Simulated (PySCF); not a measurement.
# A diatomic session: SiSn

The task here is to estimate one member of a computed series from the others.

Program: PySCF 2.14.0. Level of theory: Si cc-pV(D+d)Z, Sn cc-pVDZ-PP with ECP28, scalar-relativistic core potentials. These are calculated values, not measurements.

Set-up of the first run:

The job is set up so:

```
atoms                         : Si, Sn
charge                        : 0
basis                         : Si cc-pV(D+d)Z, Sn cc-pVDZ-PP with ECP28
Hamiltonian                   : scalar-relativistic core potentials
basis functions               : 46
electrons treated             : 36
masses in u                   : 27.9769, 119.9022
levels                        : PBE0, PBE, r²SCAN, BLYP, revPBE, r²SCAN0, CAM-B3LYP, HF, MP2, SCS-MP2, CCSD, CCSD(T)
grid                          : 80 radial by 434 angular points
occupations                   : held fixed by the projection of orbital angular momentum
dissociation limit            : Si + Sn, each in its ground configuration
starting distance in angstrom : 2.465
values of 2S to try           : 0, 2, 4
```

Run with:

```
$ OMP_NUM_THREADS=1 python dia.py task.json out
```

Steps of the session up to this table: Input; PBE0 along the bond; Other states along the same grid; PBE (GGA); r²SCAN (meta-GGA); BLYP; revPBE (GGA); r²SCAN0 (hybrid meta-GGA); CAM-B3LYP; UHF; Correlated methods on the Hartree–Fock reference.

One table of the session follows, with a row left open; its other results are not shown here.

Energy (eV) from each level's lowest point:

```
R (Å)    UHF  UHF-MP2  UHF-SCS-MP2  UHF-CCSD  UHF-CCSD(T)
2.172  0.899    1.054        1.026       n/a          n/a
2.273  0.359    0.480        0.458     0.489        0.524
2.374  0.081    0.159        0.144     0.163        0.186
2.450  0.000    0.040        0.032     0.041        0.053
2.526  0.002    0.000        0.000     0.000        0.000
2.602      ?        ?            ?         ?            ?
2.703  0.232    0.115        0.136     0.118        0.086
2.829  0.519    0.310        0.349     0.318        0.260
2.981  0.930    0.659        0.708     0.626        0.531
3.183  1.423    1.542        1.499       n/a          n/a
```

Q: Estimate the row for R (Å) = 2.602 from the others.

Worked estimate for «UHF». A straight line through the neighbours (2.526, 0.002) and (2.703, 0.232) gives 0.002 + (0.232 − 0.002) × (2.602 − 2.526) / (2.703 − 2.526) = 0.101; a parabola fitted to 4 rows on both sides gives 0.074.

**Answer.** UHF: 0.069; UHF-MP2: 0.020; UHF-SCS-MP2: 0.029; UHF-CCSD: 0.020; UHF-CCSD(T): 0.007. In «UHF» the line misses by +0.032 and the parabola by +0.005.

State 3 has its PBE0 minimum 0.22 eV higher. The other levels ran on the lowest alone.
